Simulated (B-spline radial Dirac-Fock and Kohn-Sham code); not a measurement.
# An X-ray data sheet for Bi³⁴⁺, step by step

Aim: for Bi³⁴⁺, compute its X-ray form factor and Compton profile and the binding energy of each subshell.

Method: a free atom or ion on a radial basis; each step names its model; computed with B-spline radial Dirac-Fock and Kohn-Sham code, version 2.

### Step 1. The atom as given

Bismuth as Bi³⁴⁺, configuration 1s2 2s2 2p6 3s2 3p6 3d10 4s2 4p6 4d10 4f3.

* nuclear charge: 83
* electrons: 49
* mass number: 209
* nuclear rms radius: 5.5211 fm

Outer shells as boxes (Hund's rule, for the drawing alone; heavy ions are jj-coupled, and the calculation averages over the configuration):

```
[Kr] core
4d [↑↓][↑↓][↑↓][↑↓][↑↓]
4f [↑ ][↑ ][↑ ][  ][  ][  ][  ]
```

### Step 2. Form factor and Compton profile

Model: Dirac-Fock average of configuration, finite nucleus; form factor of the spherical density, Waller-Hartree incoherent function, impulse-approximation Compton profiles.

Recorded inputs:

```ini
task = scatter
Z = 83
charge = 34
configuration = 1s2 2s2 2p6 3s2 3p6 3d10 4s2 4p6 4d10 4f3
mass_number = 209
rms_radius = 5.5211  # fm
s = [0.0, 0.05, 0.1, 0.15, 0.2, 0.25, 0.3, 0.35, 0.4, 0.45, 0.5, 0.6, 0.7, 0.8, 0.9, 1.0, 1.1, 1.2, 1.4, 1.6, 1.8, 2.0, 2.5, 3.0, 3.5, 4.0, 5.0, 6.0]  # 1/A
pz = [0, 0.1, 0.15, 0.21, 0.31, 0.46, 0.67, 0.97, 1.4, 2.1, 3.0, 4.4, 6.5, 9.5, 14.0, 20.0, 30.0, 43.0, 63.0, 92.0, 130.0]  # a.u.
photon_energy = [1000, 2000, 5000, 10000, 17479.3, 20000, 100000, 500000]  # eV
```

Main fields of the result record, rounded:

```text
status: converged
form_factor [e]: [49.0, 48.927, 48.71, 48.351, 47.855, 47.229, 46.481, 45.621, 44.66, 43.61, 42.484, 40.055, 37.478, 34.853, 32.27, 29.801, 27.502, 25.409, 21.899, 19.25, 17.298, 15.833, 13.153, 10.855, 8.8003, 7.1925, 5.3493, 4.4922]
incoherent: [1.3787e-11, 0.056507, 0.22484, 0.50147, 0.88073, 1.3551, 1.9153, 2.5512, 3.2518, 4.0058, 4.8019, 6.4787, 8.2071, 9.9299, 11.609, 13.225, 14.768, 16.241, 18.989, 21.5, 23.784, 25.839, 30.004, 33.058, 35.399, 37.28, 40.151, 42.225]
compton_total [1/a.u.]: [2.3668, 2.3665, 2.3662, 2.3657, 2.3643, 2.3614, 2.3554, 2.3428, 2.3163, 2.2515, 2.1268, 1.8491, 1.3546, 0.83363, 0.47771, 0.25424, 0.1013, 0.038976, 0.013272, 0.0043223, 0.0013995]
shells: ["1s1/2", "2s1/2", "2p1/2", "2p3/2", "3s1/2", "3p1/2", "3p3/2", "3d3/2", "3d5/2", "4s1/2", "4p1/2", "4p3/2", "4d3/2", "4d5/2", "4f5/2", "4f7/2"]
occupation: [2.0, 2.0, 2.0, 4.0, 2.0, 2.0, 4.0, 4.0, 6.0, 2.0, 2.0, 4.0, 4.0, 6.0, 1.2857, 1.7143]
mean_momentum [a.u.]: [92.442, 32.964, 43.148, 36.642, 16.659, 19.837, 17.918, 21.513, 20.879, 9.4157, 10.586, 9.8747, 11.11, 10.873, 12.039, 11.93]
r2 [bohr^2]: 3.9574
r_inverse [1/bohr]: 611.0
r1 [bohr]: 11.327
coherent [b]: [1591.1, 1572.9, 1455.1, 1143.5, 728.96, 632.44, 67.267, 3.7438]
incoherent_cross_section [b]: [0.048571, 0.19139, 1.1039, 3.536, 7.2386, 8.3243, 18.262, 13.591]
radial_jk:
  4f: {"j0": [1.0, 0.99725, 0.98905, 0.97552, 0.95688, 0.93341, 0.90548, 0.87351, 0.83795, 0.79931, 0.75812, 0.67026, 0.57862, 0.48718, 0.3993, 0.31766, 0.24413, 0.1798, 0.079858, 0.015284, -0.021135, -0.037741, -0.036501, -0.020301, -0.008636, -0.0027324, 0.00047396, 0.0005073], "j2": [0.0, 0.001099, 0.0043712, 0.0097425, 0.017092, 0.026257, 0.037035, 0.049194, 0.062478, 0.076611, 0.091312, 0.12128, 0.15023, 0.17627, 0.19796, 0.21434, 0.22496, 0.22982, 0.22405, 0.20265, 0.17252, 0.13969, 0.069126, 0.027441, 0.0080874, 0.00065999, -0.001762, -0.0010156], "j4": [0.0, 4.6364e-07, 7.3787e-06, 3.7024e-05, 0.00011557, 0.0002777, 0.00056476, 0.0010226, 0.0016994, 0.0026426, 0.0038973, 0.0074933, 0.012712, 0.019624, 0.028124, 0.037947, 0.048698, 0.059901, 0.081666, 0.099681, 0.11168, 0.11698, 0.10637, 0.079502, 0.052984, 0.032983, 0.011504, 0.0037862], "j6": [0.0, 1.2703e-10, 8.0858e-09, 9.1276e-08, 5.0642e-07, 1.9009e-06, 5.5652e-06, 1.3712e-05, 2.9748e-05, 5.8521e-05, 0.0001065, 0.00029451, 0.00067911, 0.001367, 0.002475, 0.0041143, 0.0063742, 0.0093078, 0.017175, 0.027208, 0.03831, 0.049167, 0.068488, 0.072397, 0.064846, 0.052481, 0.029171, 0.014702], "r2": 0.14941, "r4": 0.035914, "r6": 0.012728}
```

Form factor and incoherent function, every second point:

| s (1/Å) | f (e) | f / N | S(s) |
| --- | --- | --- | --- |
| 0 | 49.00 | 1.000 | 0 |
| 0.100 | 48.71 | 0.994 | 0.2248 |
| 0.200 | 47.85 | 0.977 | 0.8807 |
| 0.300 | 46.48 | 0.949 | 1.915 |
| 0.400 | 44.66 | 0.911 | 3.252 |
| 0.500 | 42.48 | 0.867 | 4.802 |
| 0.700 | 37.48 | 0.765 | 8.207 |
| 0.900 | 32.27 | 0.659 | 11.61 |
| 1.10 | 27.50 | 0.561 | 14.77 |
| 1.40 | 21.90 | 0.447 | 18.99 |
| 1.80 | 17.30 | 0.353 | 23.78 |
| 2.50 | 13.15 | 0.268 | 30.00 |
| 3.50 | 8.800 | 0.180 | 35.40 |
| 5.00 | 5.349 | 0.109 | 40.15 |

### Step 3. Hole states by ΔSCF

Model: Dirac-Fock average of configuration, Delta-SCF, finite nucleus, first-order Breit with its frequency dependence, self-energy and vacuum polarisation.

Settings, as recorded:

```ini
task = binding
```

Main fields of the result record, rounded:

```text
status: converged
shells: ["K", "L1", "L2", "L3", "M1", "M2", "M3", "M4", "M5", "N1", "N2", "N3", "N4", "N5", "N6,7"]
total_energy_parts [Ha]: [-20948.0764, 28.685326, -3.02824651, -0.600387373, 22.0162662, -4.52455495]
koopmans [eV]: [92434.0, 17822.8, 17144.1, 14822.0, 5347.26, 5043.81, 4512.28, 4023.37, 3911.9, 2144.71, 2009.53, 1857.89, 1637.27, 1606.87, 1348.08]
dirac_coulomb [eV]: [92361.1, 17788.1, 17104.3, 14786.5, 5335.02, 5030.48, 4500.67, 4009.19, 3898.37, 2142.41, 2007.13, 1855.89, 1635.09, 1604.84, 1345.68]
gaunt [eV]: [-372.434, -43.6299, -73.9764, -49.4119, -8.69664, -14.6703, -9.57088, -6.60692, -4.6855, -2.45595, -4.01697, -2.57175, -1.61936, -1.09966, -0.135293]
retardation [eV]: [27.8691, 3.91683, 7.78904, 7.80044, 0.802689, 1.51902, 1.53888, 0.666443, 0.648339, 0.267953, 0.460216, 0.457699, 0.207152, 0.205419, 0.0486064]
breit_frequency [eV]: [7.31632, -0.60861, -0.124607, 3.25814, -0.163333, -0.211157, 0.68163, -0.0658302, 0.00808427, -0.0482828, -0.0708687, 0.194118, -0.022812, -0.000477134, -0.0133453]
self_energy [eV]: [-227.697, -34.8512, -1.51685, -2.95817, -8.20678, -0.550235, -0.774933, 0.551205, 0.255728, -2.35959, -0.149763, -0.218461, 0.14568, 0.0658743, 0.105506]
vacuum_polarisation [eV]: [49.4396, 7.17939, 0.546358, -0.232369, 1.65931, 0.138853, -0.0672178, -0.0754145, -0.070987, 0.478558, 0.0410486, -0.0196469, -0.0206345, -0.0194091, -0.014437]
binding [eV]: [91845.6, 17720.1, 17037.0, 14745.0, 5320.42, 5016.71, 4492.48, 4003.66, 3894.53, 2138.29, 2003.39, 1853.74, 1633.78, 1603.99, 1345.67]
mean_radius [bohr]: [0.0157938, 0.0657615, 0.0539669, 0.0629717, 0.17006, 0.160794, 0.176698, 0.153464, 0.158265, 0.359333, 0.35747, 0.38368, 0.377059, 0.384967, 0.36324]
```

total_energy_parts: Dirac-Coulomb, Gaunt, retardation, frequency dependence, self-energy, vacuum polarisation. 

The binding energies by parts, in eV; the parts add up.

| level | -ε | relaxation | Breit | QED | binding |
| --- | --- | --- | --- | --- | --- |
| K (1s) | 92434.0 | -72.91 | -337.25 | -178.26 | 91845.6 |
| L1 (2s) | 17822.8 | -34.71 | -40.32 | -27.67 | 17720.1 |
| L2 (2p1/2) | 17144.1 | -39.78 | -66.31 | -0.97 | 17037.0 |
| L3 (2p3/2) | 14822.0 | -35.46 | -38.35 | -3.19 | 14745.0 |
| M1 (3s) | 5347.3 | -12.23 | -8.06 | -6.55 | 5320.4 |
| M2 (3p1/2) | 5043.8 | -13.33 | -13.36 | -0.41 | 5016.7 |
| M3 (3p3/2) | 4512.3 | -11.61 | -7.35 | -0.84 | 4492.5 |
| M4 (3d3/2) | 4023.4 | -14.18 | -6.01 | 0.48 | 4003.7 |
| M5 (3d5/2) | 3911.9 | -13.53 | -4.03 | 0.18 | 3894.5 |
| N1 (4s) | 2144.7 | -2.30 | -2.24 | -1.88 | 2138.3 |
| N2 (4p1/2) | 2009.5 | -2.41 | -3.63 | -0.11 | 2003.4 |
| N3 (4p3/2) | 1857.9 | -1.99 | -1.92 | -0.24 | 1853.7 |
| N4 (4d3/2) | 1637.3 | -2.19 | -1.44 | 0.13 | 1633.8 |
| N5 (4d5/2) | 1606.9 | -2.03 | -0.89 | 0.05 | 1604.0 |
| N6,7 (4f) | 1348.1 | -2.39 | -0.10 | 0.09 | 1345.7 |

X-ray lines as differences of these levels:

| line | energy (eV) |
| --- | --- |
| Kβ2' (K-N3) | 89991.8 |
| Kβ2'' (K-N2) | 89842.2 |
| Kβ1 (K-M3) | 87353.1 |
| Kβ3 (K-M2) | 86828.9 |
| Kα1 (K-L3) | 77100.6 |
| Kα2 (K-L2) | 74808.5 |
| Lγ3 (L1-N3) | 15866.3 |
| Lγ2 (L1-N2) | 15716.7 |
| Lγ1 (L2-N4) | 15403.3 |
| Lγ5 (L2-N1) | 14898.7 |
| Lβ3 (L1-M3) | 13227.6 |
| Lβ2 (L3-N5) | 13141.0 |
| Lβ15 (L3-N4) | 13111.2 |
| Lβ1 (L2-M4) | 13033.4 |

### Step 4. Outcome

| quantity | value |
| --- | --- |
| rms radius of the electron cloud | 0.284 bohr |
| form factor halves at | 1.3 1/Å |
| Compton profile at zero | 2.367 1/a.u. |
| deepest level listed, K (1s) | 91845.6 eV |
| least bound, N6,7 (4f) | 1345.7 eV |
| Kα1 | 77100.6 eV |
| ionisation energy, NIST (theoretical) | 1380.00 eV |

f falls from 49 to half of that at s = 1.3 1/Å. Incoherent scattering outweighs coherent from 500 keV on, among the energies asked. The K (1s) level lies 72.9 eV under Koopmans' value by relaxation alone; Breit gives -337.25 and QED -178.26 eV. NIST's ionisation energy differs by +34.33 eV from the least binding energy, within its stated uncertainty. The Hartree-Fock and Dirac-Fock values hold no electron correlation.
